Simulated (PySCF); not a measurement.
**[Pr(H2CO)]3+: other functionals and bases at one geometry**

One table from this session's results is given with a row withheld; the runs are named, their logs left out.

Method: several levels, as the steps say, no spin–orbit coupling; program: PySCF 2.14.0.

1 further run of the same task is left out (for a known fault of the program).

## The system as given

5 atoms, charge 3, spin multiplicity 1.

Bond lengths: Pr1–O2 2.173 Å, O2–C3 1.264 Å, C3–H4 1.113 Å, C3–H5 1.113 Å. Angles: Pr1–O2–C3 180.0°, O2–C3–H4 119.4°, O2–C3–H5 119.4°, H4–C3–H5 121.3°.

Coordinates:

```xyz
5
CH2OPr
Pr    0.0000    0.0000   -0.2751
O     0.0000    0.0000    1.8976
C     0.0000    0.0000    3.1621
H     0.9698    0.0000    3.7077
H    -0.9698    0.0000    3.7077
```

Formal oxidation states: Pr +3. Each metal's 2 4f electrons lie in its core potential, so multiplicities, spins and levels count the valence alone. An earlier session relaxed this geometry at PBE0, Pr lcecp-1-SVP with ECP48, O def2-SVP, C def2-SVP, H def2-SVP (singlet, point group C2v).

At PBE0 on the finer grid: E = -145.903037 Eh, HOMO -24.75 eV, LUMO -19.12 eV, Mulliken charge on Pr1 +2.49 e, largest force component 0.006 eV/Å. 

Levels to run: r2SCAN; wB97X; PBE0, TZVP. Hardware: 2 threads of Arm Neoverse V1, shared host.

Set-up of the first run:

Contents of run.py (the lines that set the calculation):

```python
mol = gto.M(atom='''
Pr     0.00000     0.00000    -0.27511
O      0.00000     0.00000     1.89760
C      0.00000     0.00000     3.16209
H      0.96976     0.00000     3.70774
H     -0.96976     0.00000     3.70774''',
    basis={'Pr': 'lcecp-1-SVP', 'O': 'def2-SVP', 'C': 'def2-SVP', 'H': 'def2-SVP'},
    ecp={'Pr': 'lcecp-1-SVP'},
    charge=3, spin=0)
mf = dft.RKS(mol, xc='R2SCAN')
mf.grids.atom_grid = (75, 302)  # f atoms: unpruned, at least (60, 302)
mf = mf.density_fit()  # fitting sets: Pr AutoAux, O def2-universal-JKFIT, C def2-universal-JKFIT, H def2-universal-JKFIT
mf.conv_tol = 1e-08; mf.max_cycle = 55
mf.kernel(dm0)  # dm0: the density of the relaxed state
```

On the command line:

```console
OMP_NUM_THREADS=2 python run.py
```

Among the steps run: r2SCAN; wB97X; PBE0, TZVP.

One of the session's tables, all rows but one given; the rest of the session is left out.

```
              level  HOMO (eV)  gap (eV)  charge on Pr1 (e)  dipole (D)  largest force component (eV/Å)
PBE0 (relaxed here)     -24.75      5.63               2.49        3.79                            0.01
             r2SCAN     -23.55      3.92               2.48        3.89                            0.29
              wB97X          ?         ?                  ?           ?                               ?
         PBE0, TZVP     -24.72      5.67               2.55        3.85                            0.35
```

Q: Estimate the row for wB97X from the others.

**Answer.** HOMO (eV): -27.02; gap (eV): 10.37; charge on Pr1 (e): 2.52; dipole (D): 3.41; largest force component (eV/Å): 0.28. In the column «HOMO (eV)» it is the lowest.

The dipole of a charged species depends on the origin, so these sizes hold for this origin alone.

In one basis the HOMO–LUMO gap runs from 3.92 eV (r2SCAN) to 10.37 eV (wB97X). The largest leftover force, 0.35 eV/Å with PBE0, TZVP, stands at a geometry relaxed at another level. With 4f in the core, its levels are missing from HOMO and gap, and its count is fixed, so no charge can pass from the ligands into it. Total energies of different levels can't be compared.
